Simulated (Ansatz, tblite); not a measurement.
# The cluster Ru2H4+: a ladder of methods and basis sets

One table from this session's results is given with a row withheld; the runs are named, their logs left out.

Program: Ansatz 0.2.0, Gaussian basis. Level of theory: as each input shows. These are calculated values, not measurements.

The runs, in order: GFN1-xTB, GFN2-xTB, PBE-D4/def2-TZVP, r2SCAN-D4/def2-TZVP, BHLYP-D4/def2-TZVP, B2PLYP/def2-TZVP, revPBE-D4/def2-TZVP, ωB97X-V/def2-TZVP, LC-ωPBE/def2-TZVP, LC-ωPBE(0.10)/def2-TZVP, LC-ωPBE(0.15)/def2-TZVP, LC-ωPBE(0.20)/def2-TZVP, LC-ωPBE(0.30)/def2-TZVP, PBE-D4/def2-SVP, PBE0-D4/def2-SVP, CCSD(T)/def2-TZVP, RPA/def2-TZVP.

5 further runs of the same task are left out: 5 set aside as unsound or not needed.

**The structure**

The geometry is that of the doublet, from an earlier relaxation (PBE-D4/def2-TZVP). At that level it is the lowest of the isomers that a small search found.

6 atoms, charge 1, spin multiplicity 2.

Bond lengths: Ru1–Ru2 2.173 Å, Ru1–H4 1.562 Å, Ru1–H5 1.562 Å, Ru2–H3 1.562 Å, Ru2–H6 1.562 Å. Angles: Ru2–Ru1–H4 88.9°, Ru2–Ru1–H5 89.0°, H4–Ru1–H5 76.3°, Ru1–Ru2–H3 89.0°, Ru1–Ru2–H6 88.9°, H3–Ru2–H6 76.3°.

As a file:

| atom | x (Å) | y (Å) | z (Å) |
| --- | --- | --- | --- |
| Ru1 | 0.2025 | 0.5357 | -0.9232 |
| Ru2 | -0.1973 | -0.5265 | 0.9294 |
| H3 | -0.9209 | 0.7470 | 1.4719 |
| H4 | 1.6881 | 0.7050 | -0.4703 |
| H5 | 0.9054 | -0.7455 | -1.4757 |
| H6 | -1.6778 | -0.7157 | 0.4679 |

Ru takes a core potential in the def2 sets. No spin-orbit coupling is included. The ion is computed in the gas phase, without counter-ions or solvent.

PBE0-D4/def2-TZVP was run before; its log isn't repeated, and its numbers join the tables.

The first run:

Tight binding, by tblite at 300 K electronic temperature and without a spin-polarisation term:

```python
tblite.interface.Calculator('GFN1-xTB', numbers, positions, charge=1, uhf=1).singlepoint()
```

Tight binding, by tblite at 300 K electronic temperature and without a spin-polarisation term:

```python
tblite.interface.Calculator('GFN2-xTB', numbers, positions, charge=1, uhf=1).singlepoint()
```

start.molden holds the orbitals of an earlier run on this state, given as this run's starting guess.

in.yaml

```yaml
crystal:
  periodic: [false, false, false]
  atoms:
    - {symbol: Ru, position_ang: [0.202475, 0.535701, -0.923249]}
    - {symbol: Ru, position_ang: [-0.197326, -0.526477, 0.929430]}
    - {symbol: H, position_ang: [-0.920875, 0.747003, 1.471889]}
    - {symbol: H, position_ang: [1.688075, 0.705038, -0.470266]}
    - {symbol: H, position_ang: [0.905418, -0.745536, -1.475665]}
    - {symbol: H, position_ang: [-1.677768, -0.715730, 0.467860]}
basis:
  gaussian: {orbitals: def2-TZVP, initial_orbitals: start.molden}
total_charge: 1
magnetization: {spin_polarized: true, initial_magnetization: 1}
hamiltonian: {xc: pbe, dispersion: d4}
scf: {omitted_lower_state_checks: [starts]}
output: {orbitals: {seedname: orbitals}}
```

Started as:

```sh
> ansatz run in.yaml --threads 4 --pin off --events-out ev --progress --plain --max-ram 3916MiB
```

Among the steps run: PBE-D4/def2-TZVP; r2SCAN-D4/def2-TZVP; BHLYP-D4/def2-TZVP; B2PLYP/def2-TZVP; revPBE-D4/def2-TZVP; ωB97X-V/def2-TZVP; LC-ωPBE/def2-TZVP; LC-ωPBE(0.10)/def2-TZVP; LC-ωPBE(0.15)/def2-TZVP; LC-ωPBE(0.20)/def2-TZVP; LC-ωPBE(0.30)/def2-TZVP; PBE-D4/def2-SVP; PBE0-D4/def2-SVP; CCSD(T)/def2-TZVP; RPA/def2-TZVP.

One table of the session follows, with a row left open; its other results are not shown here.

```
                  level  HOMO (eV)  LUMO (eV)  gap (eV)
        PBE-D4/def2-SVP     -10.91     -10.51      0.41
       PBE-D4/def2-TZVP     -10.90     -10.49      0.40
    revPBE-D4/def2-TZVP     -10.84     -10.41      0.43
    r2SCAN-D4/def2-TZVP     -11.22     -10.35      0.87
       PBE0-D4/def2-SVP     -12.49      -9.48      3.01
      PBE0-D4/def2-TZVP     -12.47      -9.46      3.00
     BHLYP-D4/def2-TZVP     -13.95      -7.69      6.27
      LC-ωPBE/def2-TZVP          ?          ?         ?
      ωB97X-V/def2-TZVP     -14.80      -7.00      7.80
LC-ωPBE(0.10)/def2-TZVP     -12.37      -9.07      3.30
LC-ωPBE(0.15)/def2-TZVP     -13.00      -8.50      4.50
LC-ωPBE(0.20)/def2-TZVP     -13.55      -8.05      5.50
LC-ωPBE(0.30)/def2-TZVP     -14.47      -7.44      7.03
```

Estimate the missing values for LC-ωPBE/def2-TZVP.

**Answer.** HOMO (eV): -15.13; LUMO (eV): -6.63; gap (eV): 8.50. In the column «HOMO (eV)» it is the lowest.

Caveats from the session: Doubts: large T1 diagnostic, spin contamination. Notes on CCSD(T)/def2-TZVP: large T1 diagnostic, spin contamination.
